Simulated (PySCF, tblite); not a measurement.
# CH₉GeOSi₂ radical: geometry, infrared bands and EPR parameters

Wanted: the infrared bands and EPR parameters of CH₉GeOSi₂ radical (`[SiH3]O[SiH2][CH][GeH3]`), by calculation.

The runs use tblite 0.8.0 and PySCF 2.14.0, with density-fitted response routines of our own; the level of theory stands in each step. All values are computed, except where a source is named. Atoms count from 0, in the outputs and in this text.

**1. The molecule as given**

14 atoms, charge 0, multiplicity 2; geometry from: force field or distance geometry start.

Bonds of the start (Å): Si0–O1 1.71, O1–Si2 1.74, Si2–C3 1.86, C3–Ge4 1.95, Si0–H5 1.48, Si0–H6 1.47, Si0–H7 1.48, Si2–H8 1.47, Si2–H9 1.48, C3–H10 1.10, Ge4–H11 1.55, Ge4–H12 1.55, Ge4–H13 1.55.

**2. Geometry optimisation with GFN2-xTB**

The job: settings as JSON, then the geometry in Å.

```
{"job": {"kind": "relax", "xc": "GFN2-xTB", "basis": "xTB"}, "charge": 0, "multiplicity": 2}
Si    -2.485700     0.728800     0.020200
O     -0.832700     0.640400    -0.402600
Si    -0.283800    -0.906800     0.163400
C      1.532700    -1.071100    -0.190900
Ge     2.511000     0.289800     0.798600
H     -3.031900     2.024300    -0.434700
H     -3.248700    -0.339900    -0.647200
H     -2.657900     0.647200     1.484700
H     -1.006300    -1.975700    -0.550400
H     -0.519300    -1.034600     1.614100
H      1.715500    -0.965100    -1.271600
H      2.244000     0.129200     2.311900
H      4.023400     0.142100     0.518700
H      2.039300     1.691000     0.325500
```

Started as:

```bash
> OMP_NUM_THREADS=1 python probes_run.py task.json out
```

One launch serves the whole session: the jobs run in the order shown.

**Question.** This job is followed by: GFN2-xTB harmonic vibrations, gas phase; UKS B3LYP, def2-TZVP-core on Ge, pcH-1 on C H O Si, non-relativistic, mean-field spin-orbit, GIAO. Predict these results of the whole session: strongest single infrared mode (GFN2-xTB); zero-point energy (GFN2-xTB); g(iso) (B3LYP); ⟨S²⟩; largest a(iso) (averaged by class); potential on the surface of density 0.002 e/bohr³, 1st and 99th percentile.

As calculated:

```
                                                                  quantity                  value
                                 strongest single infrared mode (GFN2-xTB)  1102 cm⁻¹, 540 km/mol
                                              zero-point energy (GFN2-xTB)          50.2 kcal/mol
                                                            g(iso) (B3LYP)                2.00181
                                                                      ⟨S²⟩     0.754 (exact 0.75)
                                        largest a(iso) (averaged by class)    13C on C3, 81.7 MHz
potential on the surface of density 0.002 e/bohr³, 1st and 99th percentile     -0.60 V and 1.33 V
```

In words: Relaxing lowered the energy by 1.110 eV in 242 steps; the close pair that moved most is O1–Si2, from 1.737 to 1.619 Å. The frame itself reshapes: Si0···Si2 goes from 2.75 to 3.17 Å. All 36 modes are real, so the xTB geometry is a minimum. The strongest single mode, at 1102 cm⁻¹, moves mainly O1. Unscaled tight-binding wavenumbers are off by several per cent, some by more. Its intensities can rank the bands wrongly. Most of the unpaired spin sits on C3 (1.01 e). The isotropic g lies 0.5 ppt below the free-electron value. The hyperfine terms hold no scalar relativity, which the heavier nuclei need. These values are for one conformer; the search (at its own cheap level) found 2 more, at 0.97, 2.09 kcal/mol, and measured spectra average over such forms.
